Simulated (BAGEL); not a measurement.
**SiNH2Cl (SMILES N[Si]Cl): HF/6-31G(d) (density fitting with qzvpp-jkfit, spherical functions)**

What is the electronic atomisation energy of SiNH2Cl at HF/6-31G* (density fitting with qzvpp-jkfit, spherical functions)? 

The calculation is run with BAGEL 1.2.2.

21 further runs of the same task are left out: 21 set aside as unsound or not needed.

## (1) The structure to begin with

SiNH2Cl has 5 atoms, charge 0, and is taken as a singlet. As SMILES, `N[Si]Cl`. The shape is that of a PBE0-D4/def2-TZVP optimisation. This is one conformer, not always the lowest.

Bond lengths: N1–Si2 1.701 Å, Si2–Cl3 2.104 Å, N1–H4 1.009 Å, N1–H5 1.010 Å. Angles: N1–Si2–Cl3 98.2°, Si2–N1–H4 121.0°, Si2–N1–H5 126.0°, H4–N1–H5 113.0°.

## (2) The energy at HF/6-31G(d) (density fitting with qzvpp-jkfit, spherical functions)

File input.json:

```json
{ "bagel": [

{
  "title": "molecule",
  "basis": "6-31gs.json",
  "df_basis": "qzvpp-jkfit",
  "angstrom": "true",
  "geometry": [
    { "atom": "N", "xyz": [      -0.148200,       0.583400,      -0.233900 ] },
    { "atom": "Si", "xyz": [      -0.116200,      -0.341800,       1.192600 ] },
    { "atom": "Cl", "xyz": [       0.649000,      -2.124500,       0.377300 ] },
    { "atom": "H", "xyz": [      -0.473300,       1.538600,      -0.227400 ] },
    { "atom": "H", "xyz": [       0.138600,       0.270600,      -1.150000 ] }
  ]
},

{ "title": "hf", "charge": 0 },

{ "title": "print", "file": "orbitals.molden", "orbitals": "true" }

]}
```

The basis set 6-31G* is read from a file made from the Basis Set Exchange's data (not shown).

Launch:

```
$ BAGEL_NUM_THREADS=1 BAGEL input.json > input.out
```

Log:

```text
* using 1 threads per process

  ===============================================================
  ===============================================================

  *** Geometry ***

  { "atom" : "N", "xyz" : [     -0.280057,      1.102466,     -0.442007 ] },
  { "atom" : "Si", "xyz" : [     -0.219586,     -0.645908,      2.253687 ] },
  { "atom" : "Cl", "xyz" : [      1.226432,     -4.014723,      0.712994 ] },
  { "atom" : "H", "xyz" : [     -0.894407,      2.907533,     -0.429724 ] },
  { "atom" : "H", "xyz" : [      0.261916,      0.511360,     -2.173185 ] },

  Number of auxiliary basis functions:      369

  Since a DF basis is specified, we compute 2- and 3-index integrals:
    o Being stored without compression. Storage requirement is 0.009 GB

  Number of basis functions:       54
  Number of electrons      :       40

    * METHOD: MOLECULE                             0.08

  *** RHF ***

  === Nuclear Repulsion ===
   131.3903187992

      * DIIS with orbital gradients will be used.

  === RHF iteration (6-31gs.json) ===
      0       -803.89637629          0.02433025           0.02
      1       -804.00486658          0.01567850           0.02
      2       -804.05845382          0.00160087           0.02
      3       -804.05980050          0.00043617           0.02
      4       -804.05992701          0.00011508           0.02
      5       -804.05994105          0.00003334           0.02
      6       -804.05994216          0.00000763           0.02
      7       -804.05994221          0.00000229           0.02
      8       -804.05994222          0.00000078           0.02
      9       -804.05994222          0.00000028           0.02
     10       -804.05994222          0.00000010           0.02
     11       -804.05994222          0.00000002           0.02
     12       -804.05994222          0.00000001           0.02
    * SCF iteration converged.

    * Permanent dipole moment:
           (    0.296704,    -1.148797,     0.469942) a.u.

    * METHOD: HF                                   0.28

    * METHOD: PRINT                                0.00

  ===============================================================
```

Wall time 0.68 s (1 thread of Intel Xeon 6975P-C (Granite Rapids), shared host).

## (3) The Cl atom, same level

File job.json:

```json
{ "bagel" : [

{
  "title" : "molecule",
  "basis" : "6-31gs.json",
  "df_basis" : "qzvpp-jkfit",
  "angstrom" : true,
  "geometry" : [
    { "atom" : "Cl", "xyz" : [    0.000000,    0.000000,    0.000000 ] }
  ]
},
{
  "title" : "uhf",
  "nopen" : 1
},
{
  "title" : "print",
  "file" : "orbitals.molden",
  "orbitals" : true
}

]}
```

The basis set 6-31G* is read from a file made from the Basis Set Exchange's data (not shown).

Launch:

```
$ BAGEL_NUM_THREADS=1 BAGEL job.json > job.out
```

Log:

```text
* using 1 threads per process

  ===============================================================
  ===============================================================

  *** Geometry ***

  { "atom" : "Cl", "xyz" : [      0.000000,      0.000000,      0.000000 ] },

  Number of auxiliary basis functions:      128

  Since a DF basis is specified, we compute 2- and 3-index integrals:
    o Being stored without compression. Storage requirement is 0.000 GB

  Number of basis functions:       18
  Number of electrons      :       17

    * METHOD: MOLECULE                             0.01

  *** Open-shell HF ***

  === Nuclear Repulsion ===
     0.0000000000

      * DIIS with orbital gradients will be used.

  === UHF iteration (6-31gs.json) ===
      0       -459.44068353          0.00673659           0.00
      1       -459.44592077          0.00155464           0.00
      2       -459.44643530          0.00055141           0.00
      3       -459.44650604          0.00010853           0.00
      4       -459.44650764          0.00002182           0.00
      5       -459.44650772          0.00000168           0.00
      6       -459.44650773          0.00000017           0.00
      7       -459.44650773          0.00000010           0.00
      8       -459.44650773          0.00000001           0.00
    * SCF iteration converged.

    * S^2 (UHF) is 0.7550

    * Permanent dipole moment:
           (   -0.000000,     0.000000,    -0.000000) a.u.

    * METHOD: UHF                                  0.02

    * METHOD: PRINT                                0.00

  ===============================================================
```

Wall time 0.32 s (1 thread of Intel Xeon 6975P-C (Granite Rapids), shared host).

## (4) The H atom, same level

File job.json:

```json
{ "bagel" : [

{
  "title" : "molecule",
  "basis" : "6-31gs.json",
  "df_basis" : "qzvpp-jkfit",
  "angstrom" : true,
  "geometry" : [
    { "atom" : "H", "xyz" : [       0.000000,       0.000000,       0.000000 ] }
  ]
},

{ "title" : "uhf", "nopen" : 1 },

{ "title" : "print", "file" : "orbitals.molden", "orbitals" : true }

]}
```

The basis set 6-31G* is read from a file made from the Basis Set Exchange's data (not shown).

Launch:

```
$ BAGEL_NUM_THREADS=1 BAGEL job.json > job.out
```

Log:

```text
* using 1 threads per process

  ===============================================================
  ===============================================================

  *** Geometry ***

  { "atom" : "H", "xyz" : [      0.000000,      0.000000,      0.000000 ] },

  Number of auxiliary basis functions:       18

  Since a DF basis is specified, we compute 2- and 3-index integrals:
    o Being stored without compression. Storage requirement is 0.000 GB

  Number of basis functions:        2
  Number of electrons      :        1

    * METHOD: MOLECULE                             0.01

  *** Open-shell HF ***

  === Nuclear Repulsion ===
     0.0000000000

      * DIIS with orbital gradients will be used.

  === UHF iteration (6-31gs.json) ===
      0         -0.49072816          0.08996690           0.00
      1         -0.49744587          0.02923745           0.00
      2         -0.49815036          0.00947238           0.00
      3         -0.49823291          0.00000000           0.00
    * SCF iteration converged.

    * S^2 (UHF) is 0.7500

    * Permanent dipole moment:
           (    0.000000,     0.000000,     0.000000) a.u.

    * METHOD: UHF                                  0.01

    * METHOD: PRINT                                0.00

  ===============================================================
```

It took 0.34 s on 1 thread of Intel Xeon 6975P-C (Granite Rapids), shared host.

## (5) The N atom at the same level

File input.json:

```json
{ "bagel": [

{
  "title": "molecule",
  "basis": "6-31gs.json",
  "df_basis": "qzvpp-jkfit",
  "angstrom": true,
  "geometry": [
    { "atom": "N", "xyz": [    0.000000,    0.000000,    0.000000 ] }
  ]
},
{ "title": "uhf", "nopen": 3 },
{ "title": "print", "file": "orbitals.molden", "orbitals": true }

]}
```

The basis set 6-31G* is read from a file made from the Basis Set Exchange's data (not shown).

Run the same way, it converges to -54.38500 Eh (log not shown).

## (6) The Si atom

File calc.json:

```json
{ "bagel": [

{
  "title": "molecule",
  "basis": "6-31gs.json",
  "df_basis": "qzvpp-jkfit",
  "angstrom": "true",
  "geometry": [
    { "atom": "Si", "xyz": [       0.000000,       0.000000,       0.000000 ] }
  ]
},

{
  "title": "uhf",
  "nopen": 2
},

{
  "title": "print",
  "file": "orbitals.molden",
  "orbitals": "true"
}

]}
```

The basis set 6-31G* is read from a file made from the Basis Set Exchange's data (not shown).

Launch:

```
$ BAGEL_NUM_THREADS=1 BAGEL calc.json > calc.out
```

Log:

```text
* using 1 threads per process

  ===============================================================
  ===============================================================

  *** Geometry ***

  { "atom" : "Si", "xyz" : [      0.000000,      0.000000,      0.000000 ] },

  Number of auxiliary basis functions:      128

  Since a DF basis is specified, we compute 2- and 3-index integrals:
    o Being stored without compression. Storage requirement is 0.000 GB

  Number of basis functions:       18
  Number of electrons      :       14

    * METHOD: MOLECULE                             0.01

  *** Open-shell HF ***

  === Nuclear Repulsion ===
     0.0000000000

      * DIIS with orbital gradients will be used.

  === UHF iteration (6-31gs.json) ===
      0       -288.81512241          0.00881334           0.00
      1       -288.82896535          0.00306527           0.00
      2       -288.83063986          0.00115585           0.00
      3       -288.83100569          0.00013738           0.00
      4       -288.83101672          0.00001394           0.00
      5       -288.83101720          0.00000272           0.00
      6       -288.83101724          0.00000033           0.00
      7       -288.83101724          0.00000005           0.00
      8       -288.83101724          0.00000000           0.00
    * SCF iteration converged.

    * S^2 (UHF) is 2.0060

    * Permanent dipole moment:
           (    0.000000,    -0.000000,    -0.000000) a.u.

    * METHOD: UHF                                  0.02

    * METHOD: PRINT                                0.00

  ===============================================================
```

It took 0.34 s on 1 thread of Intel Xeon 6975P-C (Granite Rapids), shared host.

## (7) What came out

At HF/6-31G* (density fitting with qzvpp-jkfit, spherical functions):

```
                     quantity          value
       molecule: total energy  -804.05994 Eh
      molecule: dipole moment         3.24 D
        molecule: HOMO energy       -9.63 eV
        molecule: LUMO energy        1.66 eV
      molecule: HOMO–LUMO gap       11.28 eV
        Cl atom: total energy  -459.44651 Eh
       Cl atom: dipole moment         0.00 D
                Cl atom: ⟨S²⟩          0.755
         H atom: total energy    -0.49823 Eh
        H atom: dipole moment         0.00 D
                 H atom: ⟨S²⟩          0.750
         N atom: total energy   -54.38500 Eh
        N atom: dipole moment         0.00 D
                 N atom: ⟨S²⟩          3.755
        Si atom: total energy  -288.83102 Eh
       Si atom: dipole moment         0.00 D
                Si atom: ⟨S²⟩          2.006
electronic atomisation energy      10.911 eV
```

What this shows: Taking the molecule apart into free atoms costs 10.91 eV (1053 kJ/mol), before zero-point energy and without spin-orbit coupling. Hartree–Fock lacks the correlation of the bonding pairs, which as a rule makes this value much too low; in minimal bases other errors can mask that.
